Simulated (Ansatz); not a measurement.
# K3AsSe4: the cost of one run

Method: DFT, PBE, plane-wave PAW, default files, scalar-relativistic, as far as a step names no other, in Ansatz 0.2.0.

### Step 1. The system as given

Symmetry: Pnma, No. 62, orthorhombic system. The conventional cell has a = 9.490 Å, b = 10.988 Å, c = 9.909 Å, α = 90.00°, β = 90.00°, γ = 90.00°. K (site symmetry m) has 7 Se at 3.26 to 3.74 Å as nearest neighbours. K (site symmetry 1) is surrounded by 7 Se at 3.28 to 3.71 Å. Around As (site symmetry m) lie 4 Se at 2.32 to 2.34 Å. Around Se (site symmetry 1) lie 1 As at 2.33 Å. Around Se (site symmetry m) lie 1 As at 2.32 Å and 5 K at 3.26 to 3.35 Å. Se (site symmetry m) has 1 As at 2.34 Å as nearest neighbours.

As a file:

```cif
data_structure
_symmetry_space_group_name_H-M 'Pnma'
_symmetry_Int_Tables_number 62
_cell_length_a 9.4898
_cell_length_b 10.9881
_cell_length_c 9.9091
_cell_angle_alpha 90.000
_cell_angle_beta 90.000
_cell_angle_gamma 90.000
_cell_volume 1033.28
loop_
_atom_site_label
_atom_site_type_symbol
_atom_site_symmetry_multiplicity
_atom_site_Wyckoff_symbol
_atom_site_fract_x
_atom_site_fract_y
_atom_site_fract_z
_atom_site_occupancy
K1 K 4 c 0.64024 0.25000 0.41911 1
K2 K 8 d 0.56819 0.95477 0.19475 1
As1 As 4 c 0.72237 0.25000 0.97616 1
Se1 Se 8 d 0.84981 0.42460 0.02880 1
Se2 Se 4 c 0.67582 0.25000 0.74634 1
Se3 Se 4 c 0.50854 0.25000 0.09433 1
```

### Step 2. First run, atoms as given

The input, input.yaml:

```yaml
crystal:
  lattice:
    - [9.48981742, 0.0, 0.0]
    - [0.0, 10.98814487, 0.0]
    - [0.0, 0.0, 9.90913182]
  atoms:
    - { symbol: K, position: [0.64024215, 0.25, 0.41911331] }
    - { symbol: K, position: [0.14024215, 0.25, 0.08088669] }
    - { symbol: K, position: [0.35975785, 0.75, 0.58088669] }
    - { symbol: K, position: [0.85975785, 0.75, 0.91911331] }
    - { symbol: K, position: [0.56819464, 0.9547664, 0.19475004] }
    - { symbol: K, position: [0.06819464, 0.5452336, 0.30524996] }
    - { symbol: K, position: [0.43180536, 0.4547664, 0.80524996] }
    - { symbol: K, position: [0.93180536, 0.0452336, 0.69475004] }
    - { symbol: K, position: [0.43180536, 0.0452336, 0.80524996] }
    - { symbol: K, position: [0.93180536, 0.4547664, 0.69475004] }
    - { symbol: K, position: [0.56819464, 0.5452336, 0.19475004] }
    - { symbol: K, position: [0.06819464, 0.9547664, 0.30524996] }
    - { symbol: As, position: [0.72236986, 0.25, 0.97616105] }
    - { symbol: As, position: [0.22236986, 0.25, 0.52383895] }
    - { symbol: As, position: [0.27763014, 0.75, 0.02383895] }
    - { symbol: As, position: [0.77763014, 0.75, 0.47616105] }
    - { symbol: Se, position: [0.84980647, 0.42459948, 0.02880348] }
    - { symbol: Se, position: [0.34980647, 0.07540052, 0.47119652] }
    - { symbol: Se, position: [0.15019353, 0.92459948, 0.97119652] }
    - { symbol: Se, position: [0.65019353, 0.57540052, 0.52880348] }
    - { symbol: Se, position: [0.15019353, 0.57540052, 0.97119652] }
    - { symbol: Se, position: [0.65019353, 0.92459948, 0.52880348] }
    - { symbol: Se, position: [0.84980647, 0.07540052, 0.02880348] }
    - { symbol: Se, position: [0.34980647, 0.42459948, 0.47119652] }
    - { symbol: Se, position: [0.67581766, 0.25, 0.74634252] }
    - { symbol: Se, position: [0.17581766, 0.25, 0.75365748] }
    - { symbol: Se, position: [0.32418234, 0.75, 0.25365748] }
    - { symbol: Se, position: [0.82418234, 0.75, 0.24634252] }
    - { symbol: Se, position: [0.50853648, 0.25, 0.09433126] }
    - { symbol: Se, position: [0.00853648, 0.25, 0.40566874] }
    - { symbol: Se, position: [0.49146352, 0.75, 0.90566874] }
    - { symbol: Se, position: [0.99146352, 0.75, 0.59433126] }
kpoints:
  mp_grid: { grid: [3, 3, 3] }
scf:
  occupations: { method: fermi_dirac, width: 0.02 }
hamiltonian:
  xc: pbe
  pseudopotentials: { kind: paw }
output:
  forces: true
  stress: true
  populations: true
  efg:
    quadrupole_moments_barn: { K: 0.0603, As: 0.311 }
    contact_densities: true
  write_density: true
  write_potential: true
  elf: true
  volumetric_format: npy
```

Launch:

```bash
$ ansatz run input.yaml --threads 1 --pin off --max-ram 3072MiB --backend cpu --events-out ev --progress --plain --runs-dir out
```

**Question.** How long does this run take on 1 thread of Arm Neoverse V2, shared host, and how much memory does it need?

About 4.4 min, with a peak of 2.2 GiB.
